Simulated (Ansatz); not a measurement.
# AsLi: the cost of one run

Computed with Ansatz 0.2.0, Gaussian basis. Level: def2-QZVPP, all electrons in the functionals, frozen cores in the correlation of double hybrids and RPA.

The runs, in order: B2PLYP, at charge 1, doublet; charge 0, singlet; charge 0, triplet; charge 1, quartet.

8 further runs of the same task are left out: 8 set aside as unsound or not needed.

## (1) The system

The geometry is a PBE0/def2-TZVP stationary point (not a proven minimum). No spin-orbit coupling is included. The filled d shell of As may be among the frozen orbitals whatever the setting's name suggests; the logs give the count.

2 atoms, charge 1, spin multiplicity 2.

Atoms are counted from 1 here; the program's logs count them from 0.

Bond lengths: As1–Li2 2.702 Å.

No dispersion term is added.

The geometry shown and the zero of energy belong to the point charge 1, doublet. The yardstick, RCCSD(T), and other wave-function levels (R restricted, U unrestricted, valence and pair active spaces) come from earlier runs.

## (2) B2PLYP, charge 1, doublet

Input file in.yaml:

```yaml
crystal:
  periodic: [false, false, false]
  atoms:
    - {symbol: As, position_ang: [0.000000, 0.000000, 0.000000]}
    - {symbol: Li, position_ang: [0.000000, 0.000000, 2.701700]}
basis:
  gaussian: {orbitals: "def2-QZVPP.json"}
total_charge: 1
magnetization: {spin_polarized: true, initial_magnetization: 1}
hamiltonian: {xc: {name: B2PLYP}}
correlation: {electrons: outside_noble_gas}
```

Launch:

```
ansatz run in.yaml --threads 1 --pin off --events-out ev --progress --plain --max-ram 2393MiB
```

Q: Estimate wall time and peak memory on 1 thread of Arm Neoverse V2, shared host.

About 24 s, with a peak of 0.27 GiB.
